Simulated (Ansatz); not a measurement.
CH5AsTe, SMILES [AsH2]C[TeH], a search for lower mean-field states

Run with the Ansatz DFT code, driven from Python.

Script `ch5aste.py`:
```python
"""Does a wider search find a lower mean-field state of CH5AsTe?"""

import ansatz as az
import numpy as np

GEOMETRY = """
As    0.18760    0.92790   -1.39200
C     0.15590    0.07150    0.34680
Te    0.79210   -1.94560    0.09110
H    -1.06850    0.20940   -1.85880
H    -0.68630    2.16860   -0.86130
H     0.85110    0.62650    1.02810
H    -0.83500    0.07960    0.78500
H     0.69520   -2.19520    1.80530
"""


def main() -> None:
    ch5aste = az.Crystal.molecule()
    for line in GEOMETRY.strip().splitlines():
        symbol, *xyz = line.split()
        ch5aste = ch5aste.atom(symbol, [float(v) for v in xyz])
    symbols = [site.symbol for site in ch5aste.cartesian_sites]

    start = np.array([site.position_ang for site in ch5aste.cartesian_sites])
    for factor in [1.0, 1.3]:
        xyz = (start - start.mean(axis=0)) * factor
        scaled = az.Crystal.molecule()
        for symbol, place in zip(symbols, xyz):
            scaled = scaled.atom(symbol, place.tolist())
        job = (
            scaled.calculation()
            .basis(gaussian="def2-SVP")
            .functional("pbe")
            .spin("collinear")
        )
        for search in ("off", "standard"):
            try:
                rep = job.scf(lower_state_search=search).run(threads=1).report
            except az.AnsatzError as error:
                print(f"x{factor} search {search}: {type(error).__name__}")
                continue
            state = rep["mean_field"]["state"]
            print(f"all distances x{factor}, search {search:8s} E = {rep['free_energy_ev']:.5f} eV  <S^2> = {abs(state['spin_squared']):.3f}  other states met: {len(rep['mean_field']['others'])}")


if __name__ == "__main__":
    main()
```

```console
$ python ch5aste.py
all distances x1.0, search off      E = -69232.78613 eV  <S^2> = 0.000  other states met: 0
all distances x1.0, search standard E = -69232.78613 eV  <S^2> = 0.000  other states met: 0
all distances x1.3, search off      E = -69225.71263 eV  <S^2> = 0.000  other states met: 0
all distances x1.3, search standard E = -69225.71263 eV  <S^2> = 0.000  other states met: 4
```

What to keep in mind:
- Total energies depend on the basis set; only differences at equal settings carry meaning.
- The count of other states can hold repeated and symmetry-equivalent ends of the search; scaling all distances is a test, and for more than two atoms no physical path.
- The structure is a rough, unrelaxed start.
- def2 sets replace the cores of elements past krypton by effective core potentials.
- Timing: 18 s on 1 thread of Arm Neoverse V1, on a shared host, peak memory 0.22 GiB.
